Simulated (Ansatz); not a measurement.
# CH4ClGe (SMILES [CH3][GeH][Cl]): UB2PLYP/def2-SVP

What is the vertical ionisation energy of CH4ClGe at UB2PLYP/def2-SVP? 

Program for the calculation: Ansatz 0.2.0.

68 further runs of the same task are left out: 68 set aside as unsound or not needed.

### Step 1. Starting point

The species is CH4ClGe (7 atoms), meant as a doublet with charge 0. As SMILES, `[CH3][GeH][Cl]`. The shape is that of a PBE0-D4/def2-TZVP optimisation.

Bond lengths: C1–Ge2 1.957 Å, Ge2–Cl3 2.169 Å, C1–H4 1.092 Å, C1–H5 1.089 Å, C1–H6 1.091 Å, Ge2–H7 1.553 Å. Angles: C1–Ge2–Cl3 107.0°, C1–Ge2–H7 112.6°, Cl3–Ge2–H7 105.6°, Ge2–C1–H4 108.6°, Ge2–C1–H5 110.0°, Ge2–C1–H6 109.8°, H4–C1–H5 109.4°, H4–C1–H6 109.5°, H5–C1–H6 109.6°.

### Step 2. The energy at UB2PLYP/def2-SVP

in.yaml

```yaml
crystal:
  periodic: [false, false, false]
  atoms:
    - {symbol: C, position_ang: [-0.733100, 0.438400, -0.261900]}
    - {symbol: Ge, position_ang: [0.705400, -0.885500, -0.183100]}
    - {symbol: Cl, position_ang: [1.017000, -1.361700, 1.909500]}
    - {symbol: H, position_ang: [-0.433400, 1.314500, 0.317300]}
    - {symbol: H, position_ang: [-1.646200, 0.021400, 0.160800]}
    - {symbol: H, position_ang: [-0.909900, 0.729400, -1.298200]}
    - {symbol: H, position_ang: [2.061400, -0.324500, -0.690100]}
basis:
  gaussian:
    orbitals: def2-SVP
accuracy: high
magnetization:
  spin_polarized: true
  initial_magnetization: 1
correlation:
  frozen_orbitals: {C: 1, Cl: 5, Ge: 9, H: 0}
output: {orbitals: {seedname: orbitals}}
hamiltonian:
  xc: {name: B2PLYP}
```

Run with:

```console
$ ansatz run in.yaml --threads 1 --pin off --max-ram 3480MiB --events-out events.jsonl --progress --plain --runs-dir runs
```

Standard output:

```text
Warning: RAYON_NUM_THREADS=1 ignored (pool sized by the plan → 1); use --threads N
Functional definition: B2PLYP
  name "B2PLYP"
  parameter a = 0.53
  parameter c = 0.27
  exchange = (1 - a)*b88_x + a*exact_x
  correlation = (1 - c)*lyp_c + c*(mp2_os + mp2_ss)
1779 factors; integrals over basis functions are off by at most 4.7e-9 eV
mean field evaluation 1: about -70108.5157 eV, gradient 2.4e1 eV
mean field evaluation 2: about -70108.5389 eV, gradient 2.4e1 eV
mean field evaluation 4: about -70111.3802 eV, gradient 1.4e0 eV
mean field evaluation 8: about -70111.3984 eV, gradient 5.7e-2 eV
mean field evaluation 16: about -70111.3985 eV, gradient 1.3e-4 eV
mean field -70111.39848695 eV, -2576.5463711827 hartree, gradient 6.7e-8 eV, S^2 0.752363; 0 other end points of the search recorded, 0 dependent functions left out
15 core orbitals not correlated: weight in the atoms' cores, before any rotation towards them, 1.000 or more for the frozen orbitals, at most 0.000 for the correlated occupied ones
reference -70111.39850947 eV, -2576.5463720101 hartree; 15, 14 occupied and 54, 55 virtual orbitals, 1779 factors
second order -16.24170738 eV of doubles, -0.00000000 eV of singles
Total energy: -70115.78377046 eV, -2576.7075273791 hartree
```

Run time: 15 s. Hardware: 1 thread of Arm Neoverse V1, shared host; peak memory 0.41 GiB.

### Step 3. The singlet cation

input.yaml

```yaml
crystal:
  periodic: [false, false, false]
  atoms:
    - {symbol: C, position_ang: [-0.733100, 0.438400, -0.261900]}
    - {symbol: Ge, position_ang: [0.705400, -0.885500, -0.183100]}
    - {symbol: Cl, position_ang: [1.017000, -1.361700, 1.909500]}
    - {symbol: H, position_ang: [-0.433400, 1.314500, 0.317300]}
    - {symbol: H, position_ang: [-1.646200, 0.021400, 0.160800]}
    - {symbol: H, position_ang: [-0.909900, 0.729400, -1.298200]}
    - {symbol: H, position_ang: [2.061400, -0.324500, -0.690100]}
basis:
  gaussian: {orbitals: def2-SVP}
hamiltonian: {xc: {name: B2PLYP}}
correlation: {frozen_orbitals: {C: 1, Cl: 5, Ge: 9, H: 0}}
output: {orbitals: {seedname: orbitals}}
total_charge: 1
accuracy: high
```

Run with:

```console
$ ansatz run input.yaml --threads 1 --pin off --max-ram 3480MiB --events-out events.jsonl --progress --plain --runs-dir runs
```

Standard output (excerpt; [...] marks lines left out):

```text
Warning: RAYON_NUM_THREADS=1 ignored (pool sized by the plan → 1); use --threads N
Functional definition: B2PLYP
  name "B2PLYP"
[...]
1778 factors; integrals over basis functions are off by at most 4.7e-9 eV
[...]
mean field -70103.09735033 eV, -2576.2413100385 hartree, gradient 6.9e-8 eV, S^2 0.000000; 0 other end points of the search recorded, 0 dependent functions left out
15 core orbitals not correlated: weight in the atoms' cores, before any rotation towards them, 1.000 or more for the frozen orbitals, at most 0.000 for the correlated occupied ones
reference -70103.09737323 eV, -2576.2413108803 hartree; 14, 14 occupied and 55, 55 virtual orbitals, 1778 factors
second order -16.47508279 eV of doubles, -0.00000000 eV of singles
Total energy: -70107.54564559 eV, -2576.4047818741 hartree
```

It took 12 s on 1 thread of Arm Neoverse V1, shared host; peak memory 0.28 GiB.

### Step 4. Summary of results

Level: UB2PLYP/def2-SVP, 15 core orbitals frozen.

| quantity | value |
| --- | --- |
| doublet CH4ClGe: total energy | -2576.70753 Eh |
| doublet CH4ClGe: HOMO energy (SCF part's orbitals) (highest over α and β) | -7.14 eV |
| doublet CH4ClGe: LUMO energy (SCF part's orbitals) (lowest over α and β) | -1.61 eV |
| doublet CH4ClGe: ⟨S²⟩ | 0.752 |
| singlet cation: total energy | -2576.40478 Eh |
| singlet cation: HOMO energy (SCF part's orbitals) | -15.60 eV |
| singlet cation: LUMO energy (SCF part's orbitals) | -9.39 eV |
| singlet cation: HOMO–LUMO gap (SCF part's orbitals) | 6.21 eV |
| vertical ionisation energy (to the singlet cation) | 8.238 eV |

What this shows: Removing an electron at fixed nuclei costs 8.24 eV (795 kJ/mol). Only the singlet of the ionised species was computed; a triplet could lie lower.
